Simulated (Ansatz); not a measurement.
# CH4FGaSe: basis-set convergence

An exercise on one series of results from a longer session: the logs are not shown, and one member is left open.

Program: Ansatz 0.2.0, Gaussian basis. Level of theory: one geometry, several basis sets. These are calculated values, not measurements.

The runs, in order: PBE0-D4/def2-SVP; ωB97M-V/def2-SVP; PBE0-D4/def2-QZVPP; ωB97M-V/def2-QZVPP; the functionals' def2-TZVPP values are taken from earlier runs.

### The relaxed structure

All runs share one geometry, relaxed beforehand with PBE0-D4 in a triple-zeta def2 set.

SMILES `[CH3][Ga]([F])[SeH]`, 8 atoms, charge 0, spin multiplicity 1.

Atoms are counted from 1 here; the program's logs count them from 0.

Bond lengths: C1–Ga2 1.947 Å, C1–H5 1.090 Å, C1–H6 1.092 Å, C1–H7 1.091 Å, Ga2–F3 1.762 Å, Ga2–Se4 2.316 Å, Se4–H8 1.469 Å. Angles: Ga2–C1–H5 111.4°, Ga2–C1–H6 109.3°, Ga2–C1–H7 109.4°, H5–C1–H6 109.1°, H5–C1–H7 109.5°, H6–C1–H7 108.1°, C1–Ga2–F3 118.2°, C1–Ga2–Se4 129.6°, F3–Ga2–Se4 112.2°, Ga2–Se4–H8 90.6°.

Set-up of the first run:

in.yaml

```yaml
crystal:
  periodic: [false, false, false]
  atoms:
    - {symbol: C, position_ang: [-0.096966, 1.353244, -0.526552]}
    - {symbol: Ga, position_ang: [0.183708, -0.407959, 0.254478]}
    - {symbol: F, position_ang: [1.602392, -0.652451, 1.271037]}
    - {symbol: Se, position_ang: [-1.099651, -2.326969, 0.067011]}
    - {symbol: H, position_ang: [-0.923678, 1.345326, -1.236216]}
    - {symbol: H, position_ang: [-0.314888, 2.069482, 0.268068]}
    - {symbol: H, position_ang: [0.814439, 1.674855, -1.033094]}
    - {symbol: H, position_ang: [-0.165336, -3.055508, 0.935257]}
basis:
  gaussian: {orbitals: def2-SVP}
hamiltonian: {xc: pbe0, dispersion: d4}
output: {orbitals: {seedname: orbitals}}
```

Run with:

```console
ansatz run in.yaml --threads 2 --pin off --events-out ev --progress --plain --max-ram 32768MiB --backend cpu
```

Steps of the session up to this table: PBE0-D4 in def2-SVP; ωB97M-V in def2-SVP; PBE0-D4 in def2-QZVPP; ωB97M-V in def2-QZVPP.

One table of the session follows, with a row left open; its other results are not shown here.

It belongs to the step «Functionals by basis». 

| functional | basis | HOMO (eV) |
| --- | --- | --- |
| PBE0-D4 | def2-SVP | -7.32 |
| PBE0-D4 | def2-TZVPP | ? |
| PBE0-D4 | def2-QZVPP | -7.46 |
| ωB97M-V | def2-SVP | -9.45 |
| ωB97M-V | def2-TZVPP | -9.59 |
| ωB97M-V | def2-QZVPP | -9.60 |

Q: Estimate the row for PBE0-D4, def2-TZVPP from the others.

**Answer.** HOMO (eV): -7.44. In the column «HOMO (eV)» it lies between PBE0-D4, def2-QZVPP (-7.46) and PBE0-D4, def2-SVP (-7.32).
